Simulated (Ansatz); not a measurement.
**CsLiCr2Te2S3 in Ansatz: the effect of Hubbard term**

The system is CsLiCr2Te2S3.

```
Cs Li Cr Te S
1.0
     3.31929    1.91639    6.87982
    -3.31929    1.91639    6.87982
     0.00000   -3.83279    6.87982
Cs Li Cr Te S
1 1 2 2 3
Direct
  0.00000 0.00000 0.00000
  0.50000 0.50000 0.50000
  0.79848 0.79848 0.79848
  0.20152 0.20152 0.20152
  0.67990 0.67990 0.67990
  0.32010 0.32010 0.32010
  0.13626 0.86374 0.50000
  0.50000 0.13626 0.86374
  0.86374 0.50000 0.13626
```

The cell was built by a generator and needn't be a form met in nature.

Alike in all runs:

- Program: Ansatz 0.2.0
- Task: projected density of states
- Functional: PBE
- Potentials or basis: Ansatz PAW
- Cutoff: 420 eV (not typed: the program's choice for these potentials)
- k mesh: 5 × 5 × 5
- Occupations: fermi-dirac, width 0.05 eV
- Spin: collinear spin, ferromagnetic start
- Starting moments: [0.0, 0.0, 3.0, 3.0, 0.0, 0.0, 0.0, 0.0, 0.0] μB
- Hubbard projectors: ortho-atomic (the default)
- Double counting: fll (the default)

```csv
Hubbard term,pressure (GPa),moment (μB),largest force (eV/Å)
Cr d U = 2 eV,1.6,4.05,0.64
Cr d U = 4 eV,3.4,4.23,1.38
Cr d U = 6 eV,5.0,4.46,1.98
Cr d U = 8 eV,?,?,?
```

Q: What does the run with Hubbard term Cr d U = 8 eV give?

A: Pressure 6.3 GPa; moment 4.66 μB; largest force 2.41 eV/Å.

Worked out: A straight line through the other rows of the pressure, of slope 0.85 GPa per eV, extrapolates to 6.7 GPa, against the run's 6.3. The fit is too stiff a form for this range. A straight line through the other rows of the moment, of slope 0.102 μB per eV, extrapolates to 4.66 μB, against the run's 4.66. A straight line through the other rows of the largest force, of slope 0.335 eV/Å per eV, extrapolates to 2.67 eV/Å, against the run's 2.41. The fit is too stiff a form for this range.

Caveats: the magnetic or orbital state may not be the lowest; only a ferromagnetic start was run, and an antiferromagnetic order may lie lower in energy; the density of states is complete only up to the lowest level of the last band computed; forces of over 1 eV/Å show positions far from the minimum, so gaps and moduli don't describe the material at rest (some runs).
